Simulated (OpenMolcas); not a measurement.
**V²⁺ in MgO: CASSCF and CASPT2 levels and susceptibility**

Which state of V²⁺ lies lowest among these ligands, how large is the field, and what χT follows?

The numbers are computed with OpenMolcas 26.06 (state-averaged CASSCF and CASPT2, spin-orbit coupling by RASSI with atomic mean-field integrals), except any that are marked as measured or tabulated.

## 1. The atom as given

| Quantity | Value |
| --- | --- |
| Species | V²⁺ (vanadium, Z = 23, 21 electrons) |
| Basis | ANO-RCC-VDZP [5s4p2d1f], 142 functions with the ligands |
| Scalar Hamiltonian | DKH2, point nucleus |
| Inactive shells | 1s 2s 2p 3s 3p of the metal, and all ligand shells |
| Active space | 3 electrons in 5 orbitals (3d) |
| Some configurations of this space | 3d³ |
| Orbitals | optimised for each spin and parity, averaged over all roots |

The outer shells:

3d3
```
3d [↑ ][↑ ][↑ ][  ][  ]
```

V²⁺ is taken with its 6 nearest oxide ions at 2.147 Å, on the cation site of MgO (a = 4.2112 Å). The rest of the host is ab initio model potentials to 7.6 Å, with orthogonalisation functions on the cations behind the ligands, and point charges beyond; the distance is set by hand, nothing relaxes, and no local charge compensation is placed. Ligand basis ANO-RCC-VDZP.

```xyz
19

V     0.0000    0.0000    0.0000
O     2.1470    0.0000    0.0000
O     0.0000    2.1470    0.0000
O    -2.1470    0.0000    0.0000
O     0.0000   -2.1470    0.0000
O     0.0000    0.0000    2.1470
O     0.0000    0.0000   -2.1470
Mg    0.0000    2.1056   -2.1056
Mg    0.0000   -2.1056    2.1056
Mg    0.0000    2.1056    2.1056
Mg    0.0000   -2.1056   -2.1056
Mg    2.1056   -2.1056    0.0000
Mg   -2.1056    2.1056    0.0000
Mg    2.1056    0.0000   -2.1056
Mg   -2.1056    0.0000    2.1056
Mg    2.1056    0.0000    2.1056
Mg   -2.1056    0.0000   -2.1056
Mg    2.1056    2.1056    0.0000
Mg   -2.1056   -2.1056    0.0000
```

The work runs as a chain of OpenMolcas steps in one folder; each step below is one input file. Labels, J, g values, rates, χT and fits are worked out afterwards by a script from the matrices that RASSI stores.

## 2. GATEWAY and SEWARD: basis and integrals

Input file a.inp:

```
&GATEWAY
Basis set
V.ANO-RCC-VDZP.
V1 0.0 0.0 0.0 Angstrom
End of basis
Basis set
O.ANO-RCC-VDZP.
L1 2.147000 0.000000 0.000000 Angstrom
L2 0.000000 2.147000 0.000000 Angstrom
L3 0.000000 0.000000 2.147000 Angstrom
End of basis
Basis set
Mg.EMB-AIMP.Pascual.10s4p.1s1p.ECP.MgO.
PseudoCharge
* 3 symmetry-unique lattice sites within 7.6 angstrom
End of basis
Basis set
Mg.EMB-AIMP.Pascual.0s.0s.ECP.MgO.
PseudoCharge
* 40 symmetry-unique lattice sites within 7.6 angstrom
End of basis
Basis set
O.EMB-AIMP.Pascual.0s.0s.ECP.MgO.
PseudoCharge
* 55 symmetry-unique lattice sites within 7.6 angstrom
End of basis
Symmetry
XYZ
AngMom=0.0 0.0 0.0
AMFI
RICD
XField
997 Angstrom 0
* Evjen-weighted lattice charges
&SEWARD
```

Command:

```
OMP_NUM_THREADS=1 MOLCAS_MEM=2457 MOLCAS_PROJECT=a pymolcas a.inp > a.log
```

The log of the run:

```text
Basis set label: V.ANO-RCC...5S4P2D1F.

      Electronic valence basis set:
      ------------------
      Associated Effective Charge  23.000000 au
      Associated Actual Charge     23.000000 au
      Nuclear Model: Point charge

      Shell  nPrim  nBasis  Cartesian Spherical Contaminant
         s      21       5        X
         p      15       4        X
         d      10       2                 X
         f       6       1                 X
                  Relativistic Douglas-Kroll-Hess integrals:
                    - DKH order of Hamiltonian: 2
                    - DKH order of Properties : 0
                  Atomic mean-field integrals
```

## 3. Reference wave functions, quartets, 10 roots

Input file a.inp:

```
&RASSCF
FileOrb=start.orb
Symmetry=1
Spin=4
nActEl=3 0 0
Inactive=18 21
Ras2=5 0
CIRoot=10 10 1
SDav=10
CIMx=300
Iter=150 100
PrWF=0.3
OrbListing=Nothing
MaxOrb=0
LevShft=1.0
>>> COPY $Project.JobIph JOB001
```

start.orb holds start orbitals that the driver prepared beforehand, or those of the step before.

The log of the run, cut to the lines that bear on the results:

```text
[...]
      Number of active orbitals                  5
[...]
      Spin quantum number                      1.5
[...]
      Active orbitals                            5   0
[...]
      Number of CSFs                            10
      Number of root(s) required                10
[...]
      Convergence after 13 iterations
[...]
      Natural orbitals and occupation numbers for root  1
      sym 1:   1.000000   1.000000   0.000000   1.000000  -0.000000
      Natural orbitals and occupation numbers for root  2
      sym 1:   0.000007   0.999993   0.000007   1.000000   0.999993
      Natural orbitals and occupation numbers for root  3
      sym 1:   0.999831   1.000000   0.999831   0.000169   0.000169
::    RASSCF root number  1 Total energy:  -1407.54829700
::    RASSCF root number  2 Total energy:  -1407.47929405
::    RASSCF root number  3 Total energy:  -1407.47929405
[...]
::    RASSCF root number  7 Total energy:  -1407.44232545
::    RASSCF root number  8 Total energy:  -1407.38336863
::    RASSCF root number  9 Total energy:  -1407.38336863
::    RASSCF root number 10 Total energy:  -1407.38336863
```

## 4. Reference wave functions, doublets, 40 roots

Input file a.inp:

```
&RASSCF
FileOrb=start.orb
Symmetry=1
Spin=2
nActEl=3 0 0
Inactive=18 21
Ras2=5 0
CIRoot=40 40 1
SDav=40
CIMx=300
Iter=150 100
PrWF=0.3
OrbListing=Nothing
MaxOrb=0
LevShft=1.0
>>> COPY $Project.JobIph JOB002
```

Command:

```
OMP_NUM_THREADS=1 MOLCAS_MEM=2457 MOLCAS_PROJECT=a pymolcas a.inp > a.log
```

The log of the run, cut to the lines that bear on the results:

```text
[...]
      Number of active orbitals                  5
[...]
      Spin quantum number                      0.5
[...]
      Active orbitals                            5   0
[...]
      Number of CSFs                            40
      Number of root(s) required                40
[...]
      Convergence after  9 iterations
[...]
      Natural orbitals and occupation numbers for root  1
      sym 1:   0.974696   1.008917   0.007670   0.973023   0.035694
      Natural orbitals and occupation numbers for root  2
      sym 1:   0.996395   0.962174   0.035694   0.998067   0.007670
      Natural orbitals and occupation numbers for root  3
      sym 1:   0.972401   0.994641   0.013211   0.994874   0.024872
::    RASSCF root number  1 Total energy:  -1407.47552380
::    RASSCF root number  2 Total energy:  -1407.47552380
::    RASSCF root number  3 Total energy:  -1407.47196479
[...]
::    RASSCF root number 27 Total energy:  -1407.33284112
::    RASSCF root number 28 Total energy:  -1407.31915063
::    RASSCF root number 29 Total energy:  -1407.31915063
::    RASSCF root number 30 Total energy:  -1407.31915063
```

## 5. RASSI: spin-orbit coupling between the states

Input file a.inp:

```
&RASSI
NrOfJobIphs=2 10 40
1 2 3 4 5 6 7 8 9 10
1 2 3 4 5 6 7 8 9 10 11 12 13 14 15 16 17 18 19 20 21 22 23 24 25 26 27
28 29 30 31 32 33 34 35 36 37 38 39 40
IphNames
JOB001
JOB002
EJob
SpinOrbit
DIPRint=1.0
SOCoupling=1000.0
Subsets=2
Property=9
'ANGMOM' 1 'ANGMOM' 2 'ANGMOM' 3 'MLTPL  1' 1 'MLTPL  1' 2 'MLTPL  1' 3
'AMFI' 1 'AMFI' 2 'AMFI' 3
SOProperty=3
'ANGMOM' 1 'ANGMOM' 2 'ANGMOM' 3
```

The log of the run, cut to the lines that bear on the results:

```text
SPIN-FREE ENERGIES:
  (Shifted by EMIN (a.u.) =      -1407.5482970036)
 SF State       Relative EMIN(au)   Rel lowest level(eV)    D:o, cm**(-1)
     1             0.0000000000        0.0000000000              0.0000
     2             0.0690029486        1.8776658874          15144.3967
     3             0.0690029486        1.8776658874          15144.3967
     4             0.0690029486        1.8776658874          15144.3967
    11             0.0727732002        1.9802596585          15971.8713
    12             0.0727732002        1.9802596585          15971.8713
    13             0.0763322101        2.0771052520          16752.9837
    14             0.0763322101        2.0771052520          16752.9837
    15             0.0763322101        2.0771052520          16752.9837
     5             0.1059715570        2.8836329681          23258.0684
[...]
Eigenvalues of complex Hamiltonian:
   -----------------------------------
  (Shifted by EMIN (a.u.) =      -1407.5482970036)
 SO State       Relative EMIN(au)   Rel lowest level(eV)    D:o, cm**(-1)
     1            -0.0000260202        0.0000000000              0.0000
     2            -0.0000260202        0.0000000000              0.0000
     3            -0.0000260202        0.0000000000              0.0000
     4            -0.0000260202        0.0000000000              0.0000
     5             0.0686803761        1.8695962857          15079.3110
     6             0.0686803761        1.8695962857          15079.3110
     7             0.0688044579        1.8729727247          15106.5438
     8             0.0688044579        1.8729727247          15106.5438
     9             0.0688044579        1.8729727247          15106.5438
    10             0.0688044579        1.8729727247          15106.5438
    11             0.0689765262        1.8776549403          15144.3084
[...]
```

Time for these steps: 23 s (1 thread of Arm Neoverse V1, shared host).

Spin-free states, with their symmetry labels:

```csv
state,degeneracy,E (cm-1)
4A2,1,0
4T2,3,15144
2E,2,15972
2T1,3,16753
4T1,3,23258
2T2,3,23279
2A1,1,28378
2T2,3,31451
2T1,3,31826
2E,2,33480
4T1,3,36198
2T1,3,37822
2T2,3,44233
2A2,1,46068
2T1,3,47287
2T2,3,50292
2E,2,53890
2T1,3,56910
2E,2,73565
2T2,3,75156
```

With spin-orbit coupling:

```csv
E (cm-1),Degeneracy,Label,2S+1,g
0.0,4,Γ8,4,
15079,2,Γ7,4,2.98 2.98 2.98
15107,4,Γ8,4,
15144,4,Γ8,4,
15180,2,Γ6,4,2.34 2.34 2.34
16019,4,Γ8,2,
16736,4,Γ8,2,
16802,2,Γ6,2,0.61 0.61 0.61
23075,2,Γ7,4,1.66 1.66 1.66
23101,4,Γ8,4,
23288,4,Γ8,4,
23352,2,Γ6,4,3.71 3.71 3.71
23381,4,Γ8,4,
23486,2,Γ7,2,1.78 1.78 1.78
28389,2,Γ6,2,2.09 2.09 2.09
31428,2,Γ7,2,0.09 0.09 0.09
31466,4,Γ8,2,
31734,2,Γ6,2,0.56 0.56 0.56
31872,4,Γ8,2,
33483,4,Γ8,2,
36175,2,Γ6,4,3.30 3.30 3.30
36179,4,Γ8,4,
36219,2,Γ7,4,2.05 2.05 2.05
36226,4,Γ8,4,
```

Principal g values are given for doublets only; a zero marks a field direction without first-order Zeeman splitting.

Powder χT (cm³ K/mol): 1.83 at 2 K, 1.83 at 5 K, 1.83 at 10 K, 1.83 at 20 K, 1.84 at 50 K, 1.84 at 100 K, 1.85 at 150 K, 1.85 at 200 K, 1.86 at 250 K, 1.86 at 300 K.

A ligand-field fit to the states below 45000 cm-1 gives 10Dq = 15329 cm-1, B = 913 cm-1 and C = 3196 cm-1 (C/B = 3.50), with a deviation of 136 cm-1.

The orbitals of the open shell are 90 to 95 % metal; the Mulliken charge of the metal is +1.60 e.

## 6. CASPT2: IPEA 0.25, imaginary shift 0.1 (closed shells correlated: 3s 3p of the metal, with ligand shells; the Frozen line counts the rest)

Input file a.inp:

```
>>> COPY JOB001 $Project.JobIph
&CASPT2
Multistate=10 1 2 3 4 5 6 7 8 9 10
NoMult
Frozen=5 6
IPEA=0.25
Imaginary=0.1
MaxIter=60
WThr=0.0 0.3 0.05
PrWF=0.5
NoMix
>>> COPY JOB002 $Project.JobIph
&CASPT2
Multistate=40 1 2 3 4 5 6 7 8 9 10 11 12 13 14 15 16 17 18 19 20 21 22
23 24 25 26 27 28 29 30 31 32 33 34 35 36 37 38 39 40
NoMult
Frozen=5 6
IPEA=0.25
Imaginary=0.1
MaxIter=60
WThr=0.0 0.3 0.05
PrWF=0.5
NoMix
```

The log of the run:

```text
Orbital specifications:
      -----------------------

      Symmetry species                           1   2
                                                ag  au
      Frozen orbitals                            5   6
      Inactive orbitals                         13  15
      Active orbitals                            5   0
      Secondary orbitals                        46  52
      Deleted orbitals                           0   0
      Number of basis functions                 69  73
Type of calculation                        SS-CASPT2
      Fock operator                              state-specific
      IPEA shift                                 0.25
      Real shift                                 0.00
      Imaginary shift                            0.10
      The input orbitals will be transformed to quasi-canonical
Reference energy:       -1407.5482970036
      E2 (Non-variational):      -1.4846548477
      Shift correction:          -0.0011623820
      E2 (Variational):          -1.4858172297
      Total energy:           -1409.0341142333
      Residual norm:              0.0000005047
      Reference weight:           0.72072
      Contributions to the CASPT2 correlation energy
      Active & Virtual Only:         -0.0203489970
      One Inactive Excited:          -0.1453268973
      Two Inactive Excited:          -1.3189789534
Reference energy:       -1407.4792940550
      E2 (Non-variational):      -1.4770819524
      Shift correction:          -0.0011403611
      E2 (Variational):          -1.4782223135
      Total energy:           -1408.9575163685
      Residual norm:              0.0000001563
      Reference weight:           0.72254
      Contributions to the CASPT2 correlation energy
      Active & Virtual Only:         -0.0181037553
      One Inactive Excited:          -0.1458099591
      Two Inactive Excited:          -1.3131682380
::    CASPT2 Root  1     Total energy:  -1409.03411423
::    CASPT2 Root  2     Total energy:  -1408.95751637
::    CASPT2 Root  3     Total energy:  -1408.95764784
::    CASPT2 Root  4     Total energy:  -1408.95753737
::    CASPT2 Root  5     Total energy:  -1408.92721682
::    CASPT2 Root  6     Total energy:  -1408.92721474
::    CASPT2 Root  7     Total energy:  -1408.92723950
::    CASPT2 Root  8     Total energy:  -1408.86845043
::    CASPT2 Root  9     Total energy:  -1408.86844638
::    CASPT2 Root 10     Total energy:  -1408.86846222
Orbital specifications:
      -----------------------

      Symmetry species                           1   2
                                                ag  au
      Frozen orbitals                            5   6
      Inactive orbitals                         13  15
      Active orbitals                            5   0
      Secondary orbitals                        46  52
      Deleted orbitals                           0   0
      Number of basis functions                 69  73
Type of calculation                        SS-CASPT2
      Fock operator                              state-specific
      IPEA shift                                 0.25
      Real shift                                 0.00
      Imaginary shift                            0.10
      The input orbitals will be transformed to quasi-canonical
Reference energy:       -1407.4755238034
      E2 (Non-variational):      -1.4993773935
      Shift correction:          -0.0011990206
      E2 (Variational):          -1.5005764141
      Total energy:           -1408.9761002175
      Residual norm:              0.0000002552
      Reference weight:           0.71748
      Contributions to the CASPT2 correlation energy
      Active & Virtual Only:         -0.0259092427
      One Inactive Excited:          -0.1502199809
      Two Inactive Excited:          -1.3232481699
Reference energy:       -1407.4755238034
      E2 (Non-variational):      -1.4997843385
      Shift correction:          -0.0011995505
      E2 (Variational):          -1.5009838890
      Total energy:           -1408.9765076924
      Residual norm:              0.0000002680
      Reference weight:           0.71739
      Contributions to the CASPT2 correlation energy
      Active & Virtual Only:         -0.0259072515
      One Inactive Excited:          -0.1506280406
      Two Inactive Excited:          -1.3232490464
::    CASPT2 Root  1     Total energy:  -1408.97610022
::    CASPT2 Root  2     Total energy:  -1408.97650769
::    CASPT2 Root  3     Total energy:  -1408.97244447
::    CASPT2 Root  4     Total energy:  -1408.97271603
::    CASPT2 Root  5     Total energy:  -1408.97274387
::    CASPT2 Root  6     Total energy:  -1408.94772399
::    CASPT2 Root  7     Total energy:  -1408.94773719
::    CASPT2 Root  8     Total energy:  -1408.94773699
::    CASPT2 Root  9     Total energy:  -1408.91532818
::    CASPT2 Root 10     Total energy:  -1408.89679590
::    CASPT2 Root 11     Total energy:  -1408.89695999
::    CASPT2 Root 12     Total energy:  -1408.89696002
::    CASPT2 Root 13     Total energy:  -1408.89668909
::    CASPT2 Root 14     Total energy:  -1408.89676771
::    CASPT2 Root 15     Total energy:  -1408.89685790
::    CASPT2 Root 16     Total energy:  -1408.89470333
::    CASPT2 Root 17     Total energy:  -1408.89510135
::    CASPT2 Root 18     Total energy:  -1408.87332472
::    CASPT2 Root 19     Total energy:  -1408.87334546
::    CASPT2 Root 20     Total energy:  -1408.87335047
::    CASPT2 Root 21     Total energy:  -1408.85155087
::    CASPT2 Root 22     Total energy:  -1408.85150004
::    CASPT2 Root 23     Total energy:  -1408.85150026
::    CASPT2 Root 24     Total energy:  -1408.84748193
::    CASPT2 Root 25     Total energy:  -1408.81678750
::    CASPT2 Root 26     Total energy:  -1408.81678371
::    CASPT2 Root 27     Total energy:  -1408.81680382
::    CASPT2 Root 28     Total energy:  -1408.81008512
::    CASPT2 Root 29     Total energy:  -1408.81318197
::    CASPT2 Root 30     Total energy:  -1408.81317924
```

Time for this run: 2.6 min (1 thread of Arm Neoverse V1, shared host).

SS-CASPT2: lowest energy less the reference's lowest, -1.4858 hartree; reference weights 0.716 to 0.723.

States without spin-orbit coupling:

```csv
state,degeneracy,E (cm-1)
4A2,1,0
2E,2,12688
2T1,3,13493
4T2,3,16800
2T2,3,18959
4T1,3,23460
2A1,1,26071
2T2,3,30114
2T1,3,30143
2E,2,30553
2T1,3,35286
4T1,3,36358
2T2,3,40075
2A2,1,40961
2T1,3,47697
2T2,3,48716
2E,2,49545
2T1,3,54506
2T2,3,70288
2E,2,70481
```

With spin-orbit coupling:

```json
{"E (cm-1)": "0", "Degeneracy": "4", "Label": "Γ8", "2S+1": "4", "g": ""}
{"E (cm-1)": "12680", "Degeneracy": "4", "Label": "Γ8", "2S+1": "2", "g": ""}
{"E (cm-1)": "13470", "Degeneracy": "4", "Label": "Γ8", "2S+1": "2", "g": ""}
{"E (cm-1)": "13530", "Degeneracy": "2", "Label": "Γ6", "2S+1": "2", "g": "0.63 0.63 0.63"}
{"E (cm-1)": "16730", "Degeneracy": "2", "Label": "Γ7", "2S+1": "4", "g": "2.96 2.96 2.96"}
{"E (cm-1)": "16770", "Degeneracy": "4", "Label": "Γ8", "2S+1": "4", "g": ""}
{"E (cm-1)": "16850", "Degeneracy": "2", "Label": "Γ6", "2S+1": "4", "g": "2.36 2.36 2.36"}
{"E (cm-1)": "16850", "Degeneracy": "4", "Label": "Γ8", "2S+1": "4", "g": ""}
{"E (cm-1)": "18930", "Degeneracy": "4", "Label": "Γ8", "2S+1": "2", "g": ""}
{"E (cm-1)": "19030", "Degeneracy": "2", "Label": "Γ7", "2S+1": "2", "g": "1.84 1.84 1.84"}
{"E (cm-1)": "23410", "Degeneracy": "4", "Label": "Γ8", "2S+1": "4", "g": ""}
{"E (cm-1)": "23420", "Degeneracy": "2", "Label": "Γ7", "2S+1": "4", "g": "1.59 1.59 1.59"}
{"E (cm-1)": "23510", "Degeneracy": "4", "Label": "Γ8", "2S+1": "4", "g": ""}
{"E (cm-1)": "23550", "Degeneracy": "2", "Label": "Γ6", "2S+1": "4", "g": "3.71 3.71 3.71"}
{"E (cm-1)": "26090", "Degeneracy": "2", "Label": "Γ6", "2S+1": "2", "g": "2.09 2.09 2.09"}
{"E (cm-1)": "30050", "Degeneracy": "2", "Label": "Γ6", "2S+1": "2", "g": "0.55 0.55 0.55"}
{"E (cm-1)": "30090", "Degeneracy": "2", "Label": "Γ7", "2S+1": "2", "g": "0.08 0.08 0.08"}
{"E (cm-1)": "30120", "Degeneracy": "4", "Label": "Γ8", "2S+1": "2", "g": ""}
{"E (cm-1)": "30190", "Degeneracy": "4", "Label": "Γ8", "2S+1": "2", "g": ""}
{"E (cm-1)": "30570", "Degeneracy": "4", "Label": "Γ8", "2S+1": "2", "g": ""}
{"E (cm-1)": "35250", "Degeneracy": "2", "Label": "Γ6", "2S+1": "2", "g": "0.49 0.49 0.49"}
{"E (cm-1)": "35270", "Degeneracy": "4", "Label": "Γ8", "2S+1": "2", "g": ""}
{"E (cm-1)": "36360", "Degeneracy": "2", "Label": "Γ6", "2S+1": "4", "g": "3.28 3.28 3.28"}
{"E (cm-1)": "36380", "Degeneracy": "2", "Label": "Γ7", "2S+1": "4", "g": "2.05 2.05 2.05"}
```

Powder χT (cm³ K/mol): 1.84 at 2 K, 1.84 at 5 K, 1.84 at 10 K, 1.84 at 20 K, 1.84 at 50 K, 1.84 at 100 K, 1.85 at 150 K, 1.85 at 200 K, 1.86 at 250 K, 1.86 at 300 K.

A ligand-field fit to the states below 45000 cm-1 gives 10Dq = 16663 cm-1, B = 715 cm-1 and C = 2576 cm-1 (C/B = 3.60), with a deviation of 465 cm-1.

## 7. The methods side by side

A. CASSCF
B. SS-CASPT2, IPEA 0.25, imaginary shift 0.1 (closed shells correlated: 3s 3p of the metal, with ligand shells; the Frozen line counts the rest)

```csv
method,ground state,first state of that spin (cm-1),first gap with spin-orbit (cm-1),χT at 300 K
A,4A2,4T2 15140,15079.3,1.86
B,4A2,4T2 16800,12677.5,1.86
```

## 8. Results

| quantity | value |
| --- | --- |
| method | SS-CASPT2, IPEA 0.25, imaginary shift 0.1 (closed shells correlated: 3s 3p of the metal, with ligand shells; the Frozen line counts the rest) |
| spin-free ground state | 4A2, 1-fold in its orbital part |
| first state of the same spin within the active space | 4T2 at 16800 cm⁻¹ |
| lowest level | 4-fold Γ8 |
| next level | 12677.5 cm⁻¹ |
| χT at 300 K | 1.86 cm³ K/mol |
| effective moment at 300 K | 3.86 μB |

Cost by method:

```csv
method,time of its own steps,time with the reference
A. CASSCF,23 s,23 s
"B. SS-CASPT2, IPEA 0.25, imaginary shift 0.1, +3s 3p",2.6 min,2.9 min
```

Times are of one thread on a shared host.

What this shows: The spin-free ground state (4A2) is 1-fold and keeps the highest spin of the shell. χT at 300 K is 1.86, against 1.88 cm³ K/mol for the spin alone; near agreement at one temperature doesn't show that the orbital moment is quenched. A ligand-field fit to the states below 45000 cm-1 gives 10Dq = 16663 cm-1, B = 715 cm-1 and C = 2576 cm-1 (C/B = 3.60), with a deviation of 465 cm-1. CASPT2 does not keep the components of a term degenerate, and the means are used.
